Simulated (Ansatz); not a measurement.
# BH3O3: the cost of one run

Computed with Ansatz 0.2.0 (the levels named in each step, unless a step's input says otherwise).

## (1) The structure to begin with

Bond lengths: O1–B2 1.350 Å, B2–O3 1.392 Å, B2–O4 1.350 Å, O1–H5 0.956 Å, O3–H6 0.952 Å, O4–H7 0.956 Å. Angles: O1–B2–O3 121.3°, O1–B2–O4 117.2°, O3–B2–O4 121.4°, B2–O1–H5 115.0°, B2–O3–H6 117.9°, B2–O4–H7 115.0°.

As a file:

```xyz
7

O    -1.1702   -0.6784    0.1525
B    -0.0002   -0.0204    0.0065
O     0.0375    1.3608   -0.1659
O     1.1265   -0.7636   -0.0246
H    -1.9511   -0.1276    0.1114
H     0.1176    1.9052    0.6107
H     1.9304   -0.2716   -0.1879
```

## (2) A rough first relaxation, PBE-D4/def2-SVP

input.yaml

```yaml
crystal:
  periodic: [false, false, false]
  atoms:
    - { symbol: O, position_ang: [-1.17018, -0.67836, 0.1525] }
    - { symbol: B, position_ang: [-0.00017, -0.02039, 0.00645] }
    - { symbol: O, position_ang: [0.0375, 1.36084, -0.16593] }
    - { symbol: O, position_ang: [1.12654, -0.76357, -0.02457] }
    - { symbol: H, position_ang: [-1.95107, -0.12757, 0.11135] }
    - { symbol: H, position_ang: [0.11758, 1.90522, 0.61067] }
    - { symbol: H, position_ang: [1.93036, -0.27157, -0.18789] }
basis:
  gaussian: { orbitals: def2-SVP }
hamiltonian:
  xc: pbe
  dispersion: d4
relax:
  f_tol: 0.03
  max_steps: 200
```

On the command line:

```
ansatz run input.yaml --threads 2 --pin off --max-ram 5120MiB --backend cpu --events-out ev --progress --plain --runs-dir out
```

Q: Estimate wall time and peak memory on 2 threads of Intel Xeon 6975P-C (Granite Rapids), shared host.

About 8.2 s, with a peak of 0.13 GiB.
